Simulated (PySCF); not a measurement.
# GeClF (SMILES [F][Ge][Cl]) at 6 levels

Wanted: a comparison of 6 runs (B3LYP/def2-TZVP, M06-2X/def2-TZVP, PBE/def2-TZVP, PBE0/def2-TZVP, r2SCAN/def2-TZVP, wB97M-V/def2-TZVP) of GeClF. 

The results are computed with PySCF 2.14.0.

3 further runs of the same task are left out: 3 set aside as unsound or not needed.

### 1 The system as given

The species is GeClF (3 atoms), meant as a singlet with charge 0. As SMILES, `[F][Ge][Cl]`. Geometry: relaxed at PBE0-D4/def2-TZVP.

Bond lengths: F1–Ge2 1.748 Å, Ge2–Cl3 2.180 Å. Angles: F1–Ge2–Cl3 98.3°.

### 2 The energy at B3LYP/def2-TZVP (run 1)

Input file input.py:

```python
# [F][Ge][Cl]
from pyscf import gto, dft

mol = gto.M(
    atom='''
F      0.110400     1.418700     0.206200
Ge    -0.762800     0.035600    -0.410300
Cl     0.641600    -1.519100     0.191000
''',
    spin=0,
    max_memory=1860,
    basis='def2-tzvp',
    verbose=3,
)

mf = dft.RKS(mol)
mf.xc = 'b3lyp'
mf.grids.level = 5
mf.conv_tol = 1e-10
mf.kernel()
if not mf.converged:
    mf = mf.newton().run(mf.mo_coeff, mf.mo_occ)

e_tot = mf.e_tot
print('Final energy', e_tot)
```

Run with:

```console
$ OMP_NUM_THREADS=1 python input.py
```

Log:

```text
converged SCF energy = -2637.25344805683
Final energy -2637.2534480568256
```

Wall time 18 s (1 thread of Intel Xeon at 2.70GHz, shared host); peak memory 0.63 GiB.

### 3 The energy at M06-2X/def2-TZVP (run 2)

Input file calc.py:

```python
from pyscf import gto, dft

system = gto.Mole()
system.atom = '''
F    0.110400   1.418700   0.206200
Ge  -0.762800   0.035600  -0.410300
Cl   0.641600  -1.519100   0.191000
'''
system.spin = 0
system.charge = 0
system.basis = 'def2-tzvp'
system.verbose = 3
system.max_memory = 1860
system.build()

mf = dft.RKS(system, xc='m06-2x')
mf.conv_tol = 1e-10
mf.grids.level = 5
mf.kernel()
if not mf.converged:
    mf = mf.newton().run(mf.mo_coeff, mf.mo_occ)

e_final = mf.e_tot
print('E(%s) = %.9f' % ('M06-2X', e_final))
```

Run with:

```console
$ OMP_NUM_THREADS=1 python calc.py
```

Log:

```text
converged SCF energy = -2637.1479149438
E(M06-2X) = -2637.147914944
```

It took 26 s on 1 thread of Intel Xeon at 2.70GHz, shared host; peak memory 0.65 GiB.

Run 3 isn't shown in full; the table further down has it.

### 4 A single-point energy at PBE0/def2-TZVP (run 4)

Input file run.py:

```python
from pyscf import gto, dft

mol = gto.Mole()
mol.atom = 'F 0.110400 1.418700 0.206200; Ge -0.762800 0.035600 -0.410300; Cl 0.641600 -1.519100 0.191000'
mol.max_memory = 1860
mol.verbose = 4
mol.basis = 'def2-tzvp'
mol.build()

ks = dft.RKS(mol)
ks.xc = 'pbe0'
ks.grids.level = 5
ks.conv_tol = 1e-10
ks.kernel()
if not ks.converged:
    ks = ks.newton().run(ks.mo_coeff, ks.mo_occ)

e_final = ks.e_tot
print('E = %.10f Eh' % e_final)
```

Run with:

```console
$ OMP_NUM_THREADS=1 python run.py
```

Log:

```text
PySCF version 2.14.0

[INPUT] num. atoms = 3
[INPUT] num. electrons = 58
[INPUT] charge = 0
[INPUT] spin (= nelec alpha-beta = 2S) = 0
[INPUT] symmetry False subgroup None
[INPUT] Mole.unit = angstrom
[INPUT] Symbol           X                Y                Z      unit          X                Y                Z       unit  Magmom
[INPUT]  1 F      0.110400000000   1.418700000000   0.206200000000 AA    0.208625764152   2.680954452920   0.389661526885 Bohr   0.0
[INPUT]  2 Ge    -0.762800000000   0.035600000000  -0.410300000000 AA   -1.441483087818   0.067274250035  -0.775354628909 Bohr   0.0
[INPUT]  3 Cl     0.641600000000  -1.519100000000   0.191000000000 AA    1.212448281521  -2.870682955827   0.360937689792 Bohr   0.0

nuclear repulsion = 246.377352051105
number of shells = 40
number of NR pGTOs = 209
number of NR cGTOs = 116
basis = def2-tzvp
ecp = {}

******** <class 'pyscf.dft.rks.RKS'> ********
method = RKS
initial guess = minao
damping factor = 0
level_shift factor = 0
DIIS = <class 'pyscf.scf.diis.CDIIS'>
diis_start_cycle = 1
diis_space = 8
diis_damp = 0
SCF conv_tol = 1e-10
SCF conv_tol_grad = None
SCF max_cycles = 50
direct_scf = True
direct_scf_tol = 1e-13
XC library pyscf.dft.libxc version 7.0.0
    S. Lehtola, C. Steigemann, M. J.T. Oliveira, and M. A.L. Marques.,  SoftwareX 7, 1–5 (2018)
XC functionals = pbe0
radial grids:
    Treutler-Ahlrichs [JCP 102, 346 (1995); DOI:10.1063/1.469408] (M4) radial grids

becke partition: Becke, JCP 88, 2547 (1988); DOI:10.1063/1.454033
pruning grids: <function nwchem_prune>
grids dens level: 5
symmetrized grids: False
atomic radii adjust function: <function treutler_atomic_radii_adjust>
small_rho_cutoff = 0
Set gradient conv threshold to 1e-05
Initial guess from minao.
tot grids = 131664
init E= -2636.0847011746
  HOMO = -0.287774243679287  LUMO = -0.0976534001094933  gap/eV = 5.17345
cycle= 1 E= -2636.55908039663  delta_E= -0.474  |g|= 0.913  |ddm|= 1.61
  HOMO = -0.254729120190068  LUMO = -0.13214271089074  gap/eV = 3.33575
cycle= 2 E= -2636.17673439337  delta_E= 0.382  |g|=  1.8  |ddm|= 1.43
  HOMO = -0.308189739488  LUMO = -0.109542027702055  gap/eV = 5.40548
cycle= 3 E= -2636.67148751671  delta_E= -0.495  |g|= 0.251  |ddm|= 0.923
  HOMO = -0.308883979812392  LUMO = -0.10352396775847  gap/eV = 5.58813
cycle= 4 E= -2636.6803368999  delta_E= -0.00885  |g|= 0.0625  |ddm|= 0.17
  HOMO = -0.310524711920194  LUMO = -0.10578878541147  gap/eV = 5.57115
cycle= 5 E= -2636.680878424  delta_E= -0.000542  |g|= 0.0163  |ddm|= 0.0505
  HOMO = -0.310291767869804  LUMO = -0.104559827806526  gap/eV = 5.59825
cycle= 6 E= -2636.68093917044  delta_E= -6.07e-05  |g|= 0.00498  |ddm|= 0.0159
  HOMO = -0.310036480411585  LUMO = -0.104513993121799  gap/eV = 5.59255
cycle= 7 E= -2636.68094541863  delta_E= -6.25e-06  |g|= 0.00045  |ddm|= 0.00434
  HOMO = -0.310105966736568  LUMO = -0.104559812370809  gap/eV = 5.59320
cycle= 8 E= -2636.68094546001  delta_E= -4.14e-08  |g|= 0.00021  |ddm|= 0.000577
  HOMO = -0.310093287496115  LUMO = -0.104551845566625  gap/eV = 5.59307
cycle= 9 E= -2636.6809454691  delta_E= -9.09e-09  |g|= 4.77e-05  |ddm|= 0.000178
  HOMO = -0.310092577773386  LUMO = -0.104553385660139  gap/eV = 5.59301
cycle= 10 E= -2636.68094546954  delta_E= -4.45e-10  |g|= 6.13e-06  |ddm|= 3.76e-05
  HOMO = -0.310092374035829  LUMO = -0.104553096632451  gap/eV = 5.59301
cycle= 11 E= -2636.68094546955  delta_E= -1.05e-11  |g|= 2.3e-06  |ddm|= 7.27e-06
  HOMO = -0.31009261216184  LUMO = -0.104553194217623  gap/eV = 5.59301
Extra cycle  E= -2636.68094546955  delta_E= 4.55e-12  |g|= 3.02e-06  |ddm|= 3.71e-06
converged SCF energy = -2636.68094546955
E = -2636.6809454695 Eh
```

Wall time 18 s (1 thread of Intel Xeon at 2.70GHz, shared host); peak memory 0.63 GiB.

Run 5 isn't shown in full; the table further down has it.

### 5 A single-point energy at wB97M-V/def2-TZVP (run 6)

Input file job.py:

```python
from pyscf import gto, dft

system = gto.M(
    atom=[
    ('F', (0.110400, 1.418700, 0.206200)),
    ('Ge', (-0.762800, 0.035600, -0.410300)),
    ('Cl', (0.641600, -1.519100, 0.191000)),
],
    verbose=3,
    max_memory=1860,
    basis='def2-tzvp',
)

ks = dft.RKS(system)
ks.xc = 'wb97m-v'
ks.grids.level = 5
ks.conv_tol = 1e-10
ks.nlcgrids.level = 1
ks.kernel()
if not ks.converged:
    ks = ks.newton().run(ks.mo_coeff, ks.mo_occ)

e_final = ks.e_tot
print(f'total energy: {e_final:.8f} hartree')
```

Run with:

```console
$ OMP_NUM_THREADS=1 python job.py
```

Log:

```text
converged SCF energy = -2637.0352557839
total energy: -2637.03525578 hartree
```

Wall time 63 s (1 thread of Intel Xeon at 2.70GHz, shared host); peak memory 0.65 GiB.

### 6 The series

```
run              level  nlc grid   energy (Eh)  dipole moment (D)  HOMO energy (eV)  LUMO energy (eV)  wall time
  1    B3LYP/def2-TZVP         –  -2637.253448               2.32             -8.26             -3.08       18 s
  2   M06-2X/def2-TZVP         –  -2637.147915               2.31             -9.51             -1.98       26 s
  3      PBE/def2-TZVP         –  -2636.600093               2.09             -7.25             -3.59       17 s
  4     PBE0/def2-TZVP         –  -2636.680945               2.25             -8.44             -2.85       18 s
  5   r2SCAN/def2-TZVP         –  -2637.108936               2.11             -7.58             -3.57       29 s
  6  wB97M-V/def2-TZVP         1  -2637.035256               2.35            -10.56             -0.84       63 s
```

### 7 Results

```
            quantity           value
 run 6: total energy  -2637.03526 Eh
run 6: dipole moment          2.35 D
  run 6: HOMO energy       -10.56 eV
  run 6: LUMO energy        -0.84 eV
run 6: HOMO–LUMO gap         9.72 eV
```

**Reading.** The dipole moment (its size) runs from 2.09 D (PBE/def2-TZVP) to 2.35 D (wB97M-V/def2-TZVP). The HOMO–LUMO gap runs from 3.67 eV (PBE/def2-TZVP) to 9.72 eV (wB97M-V/def2-TZVP). Totals of different functionals can't be ranked against each other. All runs together took 2.9 min, the longest 63 s.
